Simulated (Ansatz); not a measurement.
Wanted: the native input for an Ansatz 0.2.0 run.

* Task: relaxation of cell and atoms
* Functional: PBEsol
* Potentials or basis: all-electron LAPW, scalar-relativistic
* Basis error allowed: 0.002 eV/atom
* k mesh: 9 × 9 × 9
* Occupations: fermi-dirac, width 0.05 eV
* Spin: no spin polarisation
* Target pressure: 5 GPa

The system is Ta3Cu.

```xyz
4
Lattice="-2.0065 2.0065 4.2082 2.0065 -2.0065 4.2082 2.0065 2.0065 -4.2082" Properties=species:S:1:pos:R:3 pbc="T T T"
Ta    0.0000    0.0000    4.2082
Ta    2.0065    0.0000    2.1041
Ta    0.0000    2.0065    2.1041
Cu    0.0000    0.0000    0.0000
```

The cell comes from a database or a generator and needn't be the stable form of this composition.

One way to write it, as run:

input.yaml

```yaml
crystal:
  lattice:
    - [-2.006507, 2.006507, 4.20817]
    - [2.006507, -2.006507, 4.20817]
    - [2.006507, 2.006507, -4.20817]
  atoms:
    - { symbol: Ta, position: [0.5, 0.5, 0.0] }
    - { symbol: Ta, position: [0.25, 0.75, 0.5] }
    - { symbol: Ta, position: [0.75, 0.25, 0.5] }
    - { symbol: Cu, position: [0.0, 0.0, 0.0] }
kpoints:
  mp_grid: { grid: [9, 9, 9] }
scf:
  occupations: { method: fermi_dirac, width: 0.05 }
hamiltonian:
  xc: pbesol
  pseudopotentials: { kind: all_electron, lapw: { basis_error: 0.002 } }
output:
  forces: true
  stress: true
relax:
  f_tol: 0.02
  max_steps: 60
  cell: { p_target: 5 }
```

Potentials or basis: all-electron LAPW, scalar-relativistic.

Command:

```console
$ ansatz run input.yaml --threads 2 --pin off --max-ram 8192MiB --backend cpu --events-out ev --progress --plain --runs-dir out
```

It gave:

```
Relaxed volume                                         : 15.96 Å³/atom
Relaxed cell                                           : a = 4.958 Å, b = 4.958 Å, c = 4.958 Å, α = 133.09°, β = 133.09°, γ = 68.52°
Space group after relaxing (to 0.05 Å)                 : I4/mmm (No. 139)
Energy change on relaxing (the enthalpy is what falls) : -5.6 meV/atom
Ionic steps                                            : 7
Pressure after relaxing                                : 5.0 GPa
```

It took 6.6 min on 2 threads of Arm Neoverse V2, on a shared host, peak memory 1.1 GiB.
